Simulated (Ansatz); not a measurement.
# TaAs under changes of volume

One of the cells (17.396 Å³/atom); the others are scaled copies at fixed shape and fractional positions:

```
Ta As
1.0
    -1.72181    1.72181    5.86794
     1.72181   -1.72181    5.86794
     1.72181    1.72181   -5.86794
Ta As
2 2
Cartesian
  0.0000 0.0000 5.8676
  1.7218 0.0000 2.9336
  0.0000 0.0000 0.9698
  0.0000 1.7218 3.9037
```

The cell is a database's computed one.

- Program: Ansatz 0.2.0
- Functional: LDA
- Potentials or basis: all-electron LAPW, scalar-relativistic
- Cutoff: 272 eV (chosen from the basis error)
- Basis error allowed: 0.002 eV/atom
- k mesh: 11 × 11 × 11
- Occupations: fermi-dirac, width 0.05 eV
- Spin: no spin polarisation

| volume (Å³/atom) | energy over the lowest point (meV/atom) | pressure (GPa) | largest force (eV/Å) |
| --- | --- | --- | --- |
| 16.353 | 4.60 | 4.4 | 0.050 |
| 16.700 | 0.00 | 0.0 | 0.038 |
| 17.048 | ? | ? | ? |
| 17.396 | 17.03 | -7.5 | 0.017 |
| 17.744 | 36.83 | -10.6 | 0.008 |
| 18.092 | 63.06 | -13.5 | 0.000 |
| 18.440 | 95.10 | -16.0 | 0.008 |

Task: What does the run at 17.048 Å³/atom give?

Result: Energy over the lowest point 4.46 meV/atom; pressure -4.0 GPa; largest force 0.027 eV/Å.

Worked out: A Birch-Murnaghan fit of order 3 (a polynomial in V^(-2/3)) to the other rows has its minimum at 16.70 Å³/atom with B0 = V·E''(V) = 201 GPa and B' = 4.5 at fixed shape and positions, which overstates the stiffness. It gives 4.46 meV/atom at 17.048 Å³/atom, against the run's 4.46, and -dE/dV = -4.0 GPa, against -4.0.

Energies are extrapolated to zero smearing.

The runs don't all hold the same shells in valence.
